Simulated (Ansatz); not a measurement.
**GeHO (quartet): wave-function methods side by side, cc-pVDZ**

Aim: climb from Hartree-Fock through coupled cluster for GeHO (quartet) at one geometry and basis, and see what each rung misses.

Program: Ansatz 0.2.0, Gaussian basis. Level of theory: cc-pVDZ, core rule «outside noble gas», up to 15 orbitals frozen. These are calculated values, not measurements.

The runs, in order: UHF; CCSD(T) on ROHF; CCSD(T) on UHF; BCCD(T) on ROHF; CISD; CCSDT(Q) on ROHF; CCSDT(Q) on UHF; CCSDTQ on ROHF; CCSDTQ on UHF.

7 further runs of the same task are left out: 4 for a known fault of the program, 3 set aside as unsound or not needed.

**1. The system**

The geometry is a PBE0/def2-TZVP stationary point (not a proven minimum) of the parent state, kept for this charge and spin. No spin-orbit coupling is included. The filled d shell of Ge may be among the frozen orbitals whatever the setting's name suggests; the logs give the count.

3 atoms, charge 0, spin multiplicity 4.

Atoms are counted from 1 here; the program's logs count them from 0.

Bond lengths: Ge1–O2 1.651 Å, Ge1–H3 1.599 Å. Angles: O2–Ge1–H3 112.9°.

**2. UHF**

File in.yaml:

```yaml
crystal:
  periodic: [false, false, false]
  atoms:
    - {symbol: Ge, position_ang: [0.000000, -0.040516, 0.285357]}
    - {symbol: O, position_ang: [0.000000, 0.097280, -1.360296]}
    - {symbol: H, position_ang: [0.000000, 1.375714, 1.027442]}
basis:
  gaussian: {orbitals: cc-pVDZ}
magnetization: {spin_polarized: true, initial_magnetization: 3}
hamiltonian: {xc: hf}
output: {orbitals: {seedname: orbitals}}
```

Started as:

```bash
ansatz run in.yaml --threads 1 --pin off --events-out ev --progress --plain --max-ram 2560MiB --backend cpu
```

After this run come: CCSD(T) on ROHF; CCSD(T) on UHF; BCCD(T) on ROHF; CISD; CCSDT(Q) on ROHF; CCSDT(Q) on UHF; CCSDTQ on ROHF; CCSDTQ on UHF.

**Question.** What will the summary of the whole plan be? Wanted: UCCSDTQ below the RHF energy; RMP2 from UCCSDTQ; UMP2 from UCCSDTQ; RCCSD from UCCSDTQ; RCCSD(T) from UCCSDTQ; UCCSD(T) from UCCSDTQ; RCCSDT(Q) from UCCSDTQ; UCCSDT(Q) from UCCSDTQ; T1 diagnostic.

**Answer**, as computed:

```
                         quantity                                                    value
     UCCSDTQ below the RHF energy                                               -6.3739 eV
                RMP2 from UCCSDTQ                                          +20.16 kcal/mol
                UMP2 from UCCSDTQ                                          +19.83 kcal/mol
               RCCSD from UCCSDTQ                                           +3.95 kcal/mol
            RCCSD(T) from UCCSDTQ                                           +1.03 kcal/mol
            UCCSD(T) from UCCSDTQ                                           +0.80 kcal/mol
           RCCSDT(Q) from UCCSDTQ                                           +0.26 kcal/mol
           UCCSDT(Q) from UCCSDTQ                                            0.00 kcal/mol
levels within 1 kcal/mol (43 meV)  UCCSD(T), RCCSDT, UCCSDT, RCCSDT(Q), UCCSDT(Q), RCCSDTQ
                    T1 diagnostic                                                    0.027
```

What this shows: RCCSD(T) lands +1.03 kcal/mol from the yardstick (0.7 % of the correlation energy). These misses are within one basis, not against nature; the frozen cores of restricted and unrestricted runs differ, which can shift their rows.
